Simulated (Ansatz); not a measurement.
# H5O2Si2: the cost of one run

Method: the settings change from run to run; program: Ansatz 0.2.0, Gaussian basis.

### 1 The relaxed structure

The geometry comes from an earlier relaxation with PBE0-D4 in a triple-zeta def2 set; it is a stationary point, not always the lowest conformer.

SMILES `O[SiH]O[SiH3]`, 9 atoms, charge 0, spin multiplicity 2.

Atoms are counted from 1 here; the program's logs count them from 0.

Bond lengths: O1–Si2 1.642 Å, O1–H5 0.959 Å, Si2–O3 1.636 Å, Si2–H6 1.492 Å, O3–Si4 1.637 Å, Si4–H7 1.485 Å, Si4–H8 1.486 Å, Si4–H9 1.483 Å. Angles: Si2–O1–H5 118.3°, O1–Si2–O3 110.4°, O1–Si2–H6 104.3°, O3–Si2–H6 109.5°, Si2–O3–Si4 149.1°, O3–Si4–H7 109.9°, O3–Si4–H8 110.2°, O3–Si4–H9 108.4°, H7–Si4–H8 109.2°, H7–Si4–H9 109.6°, H8–Si4–H9 109.5°.

### 2 LC-wPBE/aug-cc-pVDZ

This run has high accuracy, the search for lower states set to full.

in.yaml

```yaml
crystal:
  periodic: [false, false, false]
  atoms:
    - {symbol: O, position_ang: [-1.761044, 0.464298, 1.903635]}
    - {symbol: Si, position_ang: [-0.180827, 0.351820, 1.472143]}
    - {symbol: O, position_ang: [-0.044555, 0.114955, -0.140467]}
    - {symbol: Si, position_ang: [0.814172, -0.464126, -1.407909]}
    - {symbol: H, position_ang: [-2.337959, -0.276858, 1.711816]}
    - {symbol: H, position_ang: [0.394745, 1.681220, 1.830226]}
    - {symbol: H, position_ang: [1.762715, 0.571252, -1.890164]}
    - {symbol: H, position_ang: [1.574951, -1.674866, -1.002735]}
    - {symbol: H, position_ang: [-0.133698, -0.814094, -2.493745]}
basis:
  gaussian: {orbitals: aug-cc-pVDZ}
magnetization: {spin_polarized: true, initial_magnetization: 1}
hamiltonian: {xc: {name: LC-wPBE}}
accuracy: high
scf: {lower_state_search: full}
```

Command:

```console
ansatz run in.yaml --threads 2 --pin off --events-out ev --progress --plain --max-ram 22528MiB --backend cpu
```

Q: Estimate wall time and peak memory on 2 threads of AMD EPYC 7R13, shared host.

About 29 s, with a peak of 0.96 GiB.
